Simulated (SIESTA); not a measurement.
Al2Ru:

```
Ru Al
1.0
     0.00000    3.98984    4.39153
     2.35247    0.00000    4.39153
     2.35247    3.98984    0.00000
Ru Al
2 4
Direct
  0.50000 0.50000 0.50000
  0.75000 0.75000 0.75000
  0.82906 0.17094 0.82906
  0.17094 0.82906 0.17094
  0.42094 0.07906 0.42094
  0.07906 0.42094 0.07906
```

The cell comes from a database or a generator and needn't be the stable form of this composition.

| Item | Value |
| --- | --- |
| Program | SIESTA 5.4.2 |
| Task | single point |
| Functional | PBEsol |
| Potentials or basis | PseudoDojo 0.4 standard (PBEsol files) |
| Basis | DZP (energy shift 0.003 Ry; two zetas on semicore shells) |
| Grid cutoff | 800 Ry |
| Energy shift | 0.003 Ry |
| k mesh | 7 × 7 × 7 |
| Occupations | fermi-dirac, width 0.05 eV |
| Spin | no spin polarisation |

On this cell: pressure 0.7 GPa; largest force 0.016 eV/Å; band gap on the k mesh none (metal or under the smearing width).

The same run follows on a disturbed copy (atoms moved at random, drawn with an rms of 0.05 Å):

```xyz
6
Lattice="0.0000 3.9898 4.3915 2.3525 0.0000 4.3915 2.3525 3.9898 0.0000" Properties=species:S:1:pos:R:3 pbc="T T T"
Ru    2.3479    4.0185    4.3633
Ru    3.4725    6.0166    6.5625
Al    2.3746    6.5967    4.4126
Al    2.3189    1.4152    4.3421
Al    1.1474    3.3690    2.1954
Al    1.2282    0.5638    2.1915
```

What does the disturbed cell give?

The energy (extrapolated to zero smearing) moves by +23.8 meV/atom; pressure 1.8 GPa; largest force 1.257 eV/Å; band gap on the k mesh none (metal or under the smearing width).

Forces on the atoms (eV/Å):
```
Ru   0.010 -0.200  0.122
Ru   0.693 -0.440  0.253
Al  -0.715  0.520 -0.393
Al   0.489 -0.420  0.612
Al   0.432 -0.242 -0.219
Al  -0.909  0.781 -0.376
```

Stress tensor (GPa, compression positive):
```
 3.10 -1.48 -0.62
-1.48  1.24  0.06
-0.62  0.06  1.16
```

Caveats: the basis of atomic orbitals isn't converged, which shifts pressures, moduli and gaps.
